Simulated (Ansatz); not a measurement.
# BGeH₂+ (singlet): from Hartree-Fock to the top rungs, cc-pVTZ

The task here is to estimate one member of a computed series from the others.

Computed with Ansatz 0.2.0, Gaussian basis. Level: cc-pVTZ, core rule «outside noble gas», up to 15 orbitals frozen.

The runs, in order: UHF; CCSD(T) on RHF; CCSD(T) on UHF; BCCD(T) on RHF; CISD; CCSDT(Q) on RHF; CCSDT(Q) on UHF.

15 further runs of the same task are left out: 2 for a known fault of the program, 3 that didn't finish, 10 set aside as unsound or not needed.

### The geometry

The geometry is a PBE0/def2-TZVP stationary point (not a proven minimum) of the parent state, kept for this charge and spin. No spin-orbit coupling is included. The filled d shell of Ge may be among the frozen orbitals whatever the setting's name suggests; the logs give the count.

4 atoms, charge 1, spin multiplicity 1.

Atoms are counted from 1 here; the program's logs count them from 0.

Bond lengths: Ge1–B2 1.885 Å, Ge1–H3 1.520 Å, Ge1–H4 1.520 Å. Angles: B2–Ge1–H3 120.2°, B2–Ge1–H4 120.2°, H3–Ge1–H4 119.5°.

Geometry (Å):

```xyz
4
charge 1, multiplicity 1
Ge    0.00000    0.00000   -0.22040
B     0.00000    0.00000    1.66478
H     0.00000    1.31339   -0.98618
H     0.00000   -1.31339   -0.98618
```

Set-up of the first run:

Contents of in.yaml:

```yaml
crystal:
  periodic: [false, false, false]
  atoms:
    - {symbol: Ge, position_ang: [0.000000, 0.000000, -0.220401]}
    - {symbol: B, position_ang: [0.000000, 0.000000, 1.664781]}
    - {symbol: H, position_ang: [0.000000, 1.313392, -0.986177]}
    - {symbol: H, position_ang: [0.000000, -1.313392, -0.986177]}
basis:
  gaussian: {orbitals: cc-pVTZ}
total_charge: 1
magnetization: {spin_polarized: true, initial_magnetization: 0}
hamiltonian: {xc: hf}
output: {orbitals: {seedname: orbitals}}
```

Started as:

```console
$ ansatz run in.yaml --threads 1 --pin off --events-out ev --progress --plain --max-ram 8192MiB --backend cpu
```

Among the steps run: UHF; CCSD(T) on RHF; CCSD(T) on UHF; BCCD(T) on RHF; CISD; CCSDT(Q) on RHF; CCSDT(Q) on UHF.

One of the session's tables, all rows but one given; the rest of the session is left out.

```
   method  from RCCSDT(Q) (meV)
      RHF               +5528.2
      UHF               +3999.8
     RMP2               +1487.3
     UMP2                +411.0
     CISD                +726.8
    RCCSD                +268.3
    UCCSD                -570.4
 RCCSD(T)                 +85.6
 UCCSD(T)                -787.8
  BCCD(T)                 +84.0
   RCCSDT                 +20.7
   UCCSDT               -1006.8
RCCSDT(Q)                     0
UCCSDT(Q)                     ?
```

**Question.** Estimate the row for UCCSDT(Q).

**Answer.** from RCCSDT(Q) (meV): -1068.9. In the column «from RCCSDT(Q) (meV)» it is the lowest.

Caveats from the session: The determinant is far from a pure spin state, so its energy mixes those of several spin states (harmless only where they are near-degenerate, as at dissociation). The program flags UCCSD(T), UCCSDT(Q) as in doubt, so those rows may rest on another solution; read them beside their warnings. Warnings: restricted reference is unstable; spin contamination. Restricted and unrestricted rows rest on different reference determinants; where their highest levels disagree by more than a few hundredths of an eV, they describe different states and don't form one ladder.
